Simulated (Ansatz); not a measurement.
# C2H7NOSi: basis-set convergence

An exercise on one series of results from a longer session: the logs are not shown, and one member is left open.

Program: Ansatz 0.2.0, Gaussian basis. Level of theory: one geometry, several basis sets. These are calculated values, not measurements.

The runs, in order: PBE0-D4/def2-SVP; ωB97M-V/def2-SVP; PBE0-D4/def2-QZVPP; ωB97M-V/def2-QZVPP; the functionals' def2-TZVPP values are taken from earlier runs.

**The geometry**

An earlier PBE0-D4 in a triple-zeta def2 set relaxation fixed the geometry.

SMILES `C[SiH2]C(N)=O`, 12 atoms, charge 0, spin multiplicity 1.

Atoms are counted from 1 here; the program's logs count them from 0.

Bond lengths: C1–Si2 1.861 Å, C1–H6 1.092 Å, C1–H7 1.092 Å, C1–H8 1.092 Å, Si2–C3 1.924 Å, Si2–H9 1.493 Å, Si2–H10 1.486 Å, C3–N4 1.354 Å, C3–O5 1.219 Å, N4–H11 1.009 Å, N4–H12 1.004 Å. Angles: Si2–C1–H6 111.4°, Si2–C1–H7 110.9°, Si2–C1–H8 108.9°, H6–C1–H7 108.5°, H6–C1–H8 108.8°, H7–C1–H8 108.2°, C1–Si2–C3 107.8°, C1–Si2–H9 112.3°, C1–Si2–H10 111.8°, C3–Si2–H9 110.2°, C3–Si2–H10 106.6°, H9–Si2–H10 108.0°, Si2–C3–N4 119.1°, Si2–C3–O5 118.4°, N4–C3–O5 122.4°, C3–N4–H11 119.2°, C3–N4–H12 121.5°, H11–N4–H12 119.3°.

The first run:

The input, in.yaml:

```yaml
crystal:
  periodic: [false, false, false]
  atoms:
    - {symbol: C, position_ang: [-0.902804, 1.724376, -0.014971]}
    - {symbol: Si, position_ang: [0.193555, 0.418247, 0.729510]}
    - {symbol: C, position_ang: [0.593386, -0.868334, -0.643516]}
    - {symbol: N, position_ang: [0.551889, -2.187975, -0.342975]}
    - {symbol: O, position_ang: [0.889054, -0.459506, -1.752723]}
    - {symbol: H, position_ang: [-1.034407, 2.568359, 0.664982]}
    - {symbol: H, position_ang: [-1.886786, 1.316966, -0.255854]}
    - {symbol: H, position_ang: [-0.446857, 2.084423, -0.939695]}
    - {symbol: H, position_ang: [-0.445100, -0.257269, 1.898320]}
    - {symbol: H, position_ang: [1.495674, 0.978640, 1.176844]}
    - {symbol: H, position_ang: [0.780676, -2.863179, -1.056480]}
    - {symbol: H, position_ang: [0.288620, -2.509748, 0.570460]}
basis:
  gaussian: {orbitals: def2-SVP}
hamiltonian: {xc: pbe0, dispersion: d4}
output: {orbitals: {seedname: orbitals}}
```

Among the steps run: PBE0-D4 in def2-SVP; ωB97M-V in def2-SVP; PBE0-D4 in def2-QZVPP; ωB97M-V in def2-QZVPP.

One of the session's tables, all rows but one given; the rest of the session is left out.

It belongs to the step «Functionals by basis». 

| functional | basis | HOMO (eV) | LUMO (eV) |
| --- | --- | --- | --- |
| PBE0-D4 | def2-SVP | -6.73 | 0.15 |
| PBE0-D4 | def2-TZVPP | ? | ? |
| PBE0-D4 | def2-QZVPP | -6.99 | -0.27 |
| ωB97M-V | def2-SVP | -9.05 | 2.30 |
| ωB97M-V | def2-TZVPP | -9.28 | 1.80 |
| ωB97M-V | def2-QZVPP | -9.33 | 1.44 |

Estimate the missing values for PBE0-D4, def2-TZVPP.

**Answer.** HOMO (eV): -6.94; LUMO (eV): -0.17. In the column «HOMO (eV)» it lies between PBE0-D4, def2-QZVPP (-6.99) and PBE0-D4, def2-SVP (-6.73).
